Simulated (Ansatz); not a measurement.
# CH3NSn: the cost of one run

All numbers are computed with Ansatz 0.2.0, driven from Python. Level of theory: PBE/def2-SVPD.

## (1) The structure

Bond lengths: N1–C2 1.220 Å, C2–Sn3 2.125 Å, Sn3–H4 1.776 Å, Sn3–H5 1.755 Å, Sn3–H6 1.731 Å. Angles: N1–C2–Sn3 178.6°, C2–Sn3–H4 106.0°, C2–Sn3–H5 108.5°, C2–Sn3–H6 108.9°, H4–Sn3–H5 110.1°, H4–Sn3–H6 111.7°, H5–Sn3–H6 111.5°.

No structure file is read: the coordinates are typed or built in the script.

## (2) The code

Input file ip.py:

```python
# -*- coding: utf-8 -*-
from dataclasses import dataclass

import ansatz as az


@dataclass(frozen=True)
class Options:
    basis: str = 'def2-SVPD'
    xc: str = 'PBE'


settings = Options()


def total_energy(molecule, charge=0, unpaired=0):
    calc = (
        molecule.calculation()
        .basis(gaussian=settings.basis)
        .functional(settings.xc)
    )
    if charge:
        calc = calc.charge(charge)
    if unpaired:
        calc = calc.spin('collinear', total=unpaired)
    report = calc.run(threads=1).report
    if report['published_state_doubts']:
        print('  doubts:', report['published_state_doubts'])
    return report['free_energy_ev']


def main():
    geometry_ang = [
        ('N', [2.1418, -0.9527, 1.3506]),
        ('C', [1.1726, -0.5171, 0.7521]),
        ('Sn', [-0.5154, 0.1992, -0.3208]),
        ('H', [-0.1415, 1.8803, -0.7561]),
        ('H', [-0.7048, -0.7712, -1.7703]),
        ('H', [-1.9106, 0.0975, 0.6982]),
    ]
    system = az.Crystal.molecule()
    for symbol, xyz in geometry_ang:
        system = system.atom(symbol, xyz)

    parent = total_energy(system, 0, 0)
    cation = total_energy(system, 1, 1)
    print(f'E(N)   = {parent:.5f} eV')
    print(f'E(N-1) = {cation:.5f} eV  (1 unpaired)')
    print(f'vertical ionisation energy {cation - parent:.3f} eV')
    anion = total_energy(system, -1, 1)
    print(f'E(N+1) = {anion:.5f} eV  (1 unpaired)')
    print(f'vertical electron affinity {parent - anion:.3f} eV' + ('' if anion < parent else ' (unbound in this basis)'))
    print(f'fundamental gap IP - EA = {cation + anion - 2 * parent:.3f} eV')


if __name__ == '__main__':
    main()
```

## (3) Running it

Started as:

```bash
> python ip.py
```

**Question.** How long does this script take on 1 thread of Arm Neoverse V1, shared host, and how much memory does it need?

About 36 s, with a peak of 0.27 GiB.
